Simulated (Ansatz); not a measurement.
# ScAl2As3: the cost of one run

Computed with Ansatz 0.2.0 (DFT PBE, scalar-relativistic, plane waves, PAW, unless a step names another level, unless a step's input says otherwise).

**1. Starting point**

The structure is trigonal, space group P3m1 (No. 156). The conventional cell has a = 3.995 Å, b = 3.995 Å, c = 10.102 Å, α = 90.00°, β = 90.00°, γ = 120.00°. Sc (site symmetry 3m) is surrounded by 3 As at 2.63 Å. Around Al (site symmetry 3m) lie 4 As at 2.44 to 2.55 Å. Al (site symmetry 3m) has 4 As at 2.42 to 2.47 Å as nearest neighbours. Around As (site symmetry 3m) lie 3 Al at 2.55 Å. As (site symmetry 3m) is surrounded by 4 Al at 2.44 to 2.47 Å. As (site symmetry 3m) is surrounded by 1 Al at 2.42 Å and 3 Sc at 2.63 Å.

Coordinates:

```cif
data_structure
_symmetry_space_group_name_H-M 'P3m1'
_symmetry_Int_Tables_number 156
_cell_length_a 3.9952
_cell_length_b 3.9952
_cell_length_c 10.1022
_cell_angle_alpha 90.000
_cell_angle_beta 90.000
_cell_angle_gamma 120.000
_cell_volume 139.64
loop_
_atom_site_label
_atom_site_type_symbol
_atom_site_symmetry_multiplicity
_atom_site_Wyckoff_symbol
_atom_site_fract_x
_atom_site_fract_y
_atom_site_fract_z
_atom_site_occupancy
Sc1 Sc 1 a 0.00000 0.00000 0.05988 1
Al1 Al 1 a 0.00000 0.00000 0.75228 1
Al2 Al 1 b 0.33333 0.66667 0.42377 1
As1 As 1 c 0.66667 0.33333 0.85925 1
As2 As 1 a 0.00000 0.00000 0.51071 1
As3 As 1 b 0.33333 0.66667 0.18411 1
```

It came out lowest among 21 distinct ends of the trial cells. At a tolerance of 0.02 Å it has space group P3m1 (No. 156).

**2. A stricter relaxation, on the response runs' mesh and smearing**

input.yaml reads:

```yaml
crystal:
  lattice:
    - [3.9951715415, 0.0, 0.0]
    - [-1.9975857707, 3.4599200474, 0.0]
    - [0.0, 0.0, 10.1022100634]
  atoms:
    - { symbol: Sc, position: [0.0, 0.0, 0.059882693] }
    - { symbol: Al, position: [0.0, 0.0, 0.7522780684] }
    - { symbol: Al, position: [0.3333333333, 0.6666666667, 0.4237735786] }
    - { symbol: As, position: [0.6666666667, 0.3333333333, 0.8592504018] }
    - { symbol: As, position: [0.0, 0.0, 0.5107072302] }
    - { symbol: As, position: [0.3333333333, 0.6666666667, 0.1841080282] }
basis:
  ecutwfc: 420
kpoints:
  mp_grid: { grid: [12, 12, 4] }
hamiltonian:
  xc: pbe
scf:
  occupations: { method: fixed }
output:
  forces: true
  stress: true
  eigenvalues: true
relax:
  adjacent_minimum: "off"
  f_tol: 0.001
  max_steps: 60
  cell: { stress_tol: 0.01 }
```

The run is started by

```sh
> ansatz run input.yaml --threads 3 --pin off --max-ram 7680MiB --backend cpu --events-out ev --progress --plain --runs-dir out
```

**Question.** How long does this run take on 3 threads of Intel Xeon 6975P-C (Granite Rapids), shared host, and how much memory does it need?

About 27 s, with a peak of 0.64 GiB.
